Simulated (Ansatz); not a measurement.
# F6S: the cost of one run

Program: Ansatz 0.2.0. Level of theory: DFT PBE0, Gaussian basis def2-TZVPD, and further levels as typed in the inputs. These are calculated values, not measurements.

## 1. The structure to begin with

Bond lengths: S1–F2 1.570 Å, S1–F3 1.570 Å, S1–F4 1.570 Å, S1–F5 1.570 Å, S1–F6 1.570 Å, S1–F7 1.570 Å. Angles (14 of 15 angles, heavy atoms first): F2–S1–F3 180.0°, F2–S1–F4 90.0°, F2–S1–F5 90.0°, F2–S1–F6 90.0°, F2–S1–F7 90.0°, F3–S1–F4 90.0°, F3–S1–F5 90.0°, F3–S1–F6 90.0°, F3–S1–F7 90.0°, F4–S1–F5 180.0°, F4–S1–F6 90.0°, F4–S1–F7 90.0°, F5–S1–F6 90.0°, F5–S1–F7 90.0°.

As a file:

```xyz
7

S     0.0000    0.0000    0.0000
F     1.5700    0.0000    0.0000
F    -1.5700    0.0000    0.0000
F     0.0000    1.5700    0.0000
F     0.0000   -1.5700    0.0000
F     0.0000    0.0000    1.5700
F     0.0000    0.0000   -1.5700
```

## 2. Relaxing the atoms: F6S

Contents of input.yaml:

```yaml
relax:
  f_tol: 0.001
  max_steps: 200
crystal:
  periodic: [false, false, false]
  atoms:
    - { symbol: S, position_ang: [0.0, 0.0, 0.0] }
    - { symbol: F, position_ang: [1.57, 0.0, 0.0] }
    - { symbol: F, position_ang: [-1.57, 0.0, 0.0] }
    - { symbol: F, position_ang: [0.0, 1.57, 0.0] }
    - { symbol: F, position_ang: [0.0, -1.57, 0.0] }
    - { symbol: F, position_ang: [0.0, 0.0, 1.57] }
    - { symbol: F, position_ang: [0.0, 0.0, -1.57] }
basis:
  gaussian: { orbitals: def2-TZVPD }
hamiltonian:
  xc: pbe0
```

On the command line:

```sh
> ansatz run input.yaml --threads 4 --pin off --max-ram 12288MiB --backend cpu --events-out ev --progress --plain --runs-dir out
```

What time and memory should one allow on 4 threads of Intel Xeon Platinum 8259CL at 2.50GHz (Skylake/Cascade Lake), shared host?

About 38 s, with a peak of 1.1 GiB.
